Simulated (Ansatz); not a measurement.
# GaAsH+ (triplet): wave-function methods side by side, cc-pVDZ

The task here is to estimate one member of a computed series from the others.

Program: Ansatz 0.2.0, Gaussian basis. Level of theory: cc-pVDZ, core rule «outside noble gas», up to 28 orbitals frozen. These are calculated values, not measurements.

To be run: UHF; CCSD(T) on ROHF; CCSD(T) on UHF; BCCD(T) on ROHF; CISD; CCSDT(Q) on ROHF; CCSDT(Q) on UHF; CISDTQ; CCSDTQ on ROHF; CCSDTQ on UHF.

13 further runs of the same task are left out: 8 for a known fault of the program, 5 set aside as unsound or not needed.

## The geometry

The geometry is a PBE0/def2-TZVP stationary point (not a proven minimum) of the parent state, kept for this charge and spin. No spin-orbit coupling is included. The filled d shell of Ga, As may be among the frozen orbitals whatever the setting's name suggests; the logs give the count.

3 atoms, charge 1, spin multiplicity 3.

Atoms are counted from 1 here; the program's logs count them from 0.

Bond lengths: Ga1–As2 2.222 Å, Ga1–H3 1.556 Å. Angles: As2–Ga1–H3 180.0°.

As a file:

```xyz
3

Ga    0.00000    0.00000    0.22220
As    0.00000    0.00000   -2.00020
H     0.00000    0.00000    1.77800
```

The first run:

in.yaml

```yaml
crystal:
  periodic: [false, false, false]
  atoms:
    - {symbol: Ga, position_ang: [0.000000, 0.000000, 0.222200]}
    - {symbol: As, position_ang: [0.000000, 0.000000, -2.000200]}
    - {symbol: H, position_ang: [0.000000, 0.000000, 1.778000]}
basis:
  gaussian: {orbitals: cc-pVDZ}
total_charge: 1
magnetization: {spin_polarized: true, initial_magnetization: 2}
hamiltonian: {xc: hf}
output: {orbitals: {seedname: orbitals}}
```

Command:

```console
> ansatz run in.yaml --threads 1 --pin off --events-out ev --progress --plain --max-ram 4096MiB --backend cpu
```

Steps of the session up to this table: UHF; CCSD(T) on ROHF; CCSD(T) on UHF; BCCD(T) on ROHF; CISD; CCSDT(Q) on ROHF; CCSDT(Q) on UHF; CISDTQ; CCSDTQ on ROHF; CCSDTQ on UHF.

One of the session's tables, all rows but one given; the rest of the session is left out.

```
   method  from UCCSDTQ (kJ/mol)
     ROHF                 +367.6
      UHF                 +356.4
     RMP2                  +82.7
     UMP2                  +84.1
    RCCSD                  +13.3
    UCCSD                  +12.3
 RCCSD(T)                   +3.7
 UCCSD(T)                   +3.0
  BCCD(T)                   +3.7
   RCCSDT                      ?
   UCCSDT                   +0.6
RCCSDT(Q)                   +0.8
UCCSDT(Q)                   +0.1
  RCCSDTQ                   +0.7
  UCCSDTQ                      0
```

**Question.** Estimate the row for RCCSDT.

**Answer.** from UCCSDTQ (kJ/mol): +1.3. In the column «from UCCSDTQ (kJ/mol)» it lies between RCCSDT(Q) (+0.8) and UCCSD(T) (+3.0).

Limits of these values: Restricted and unrestricted rows rest on different reference determinants; where their highest levels disagree by more than a few hundredths of an eV, they describe different states and don't form one ladder.
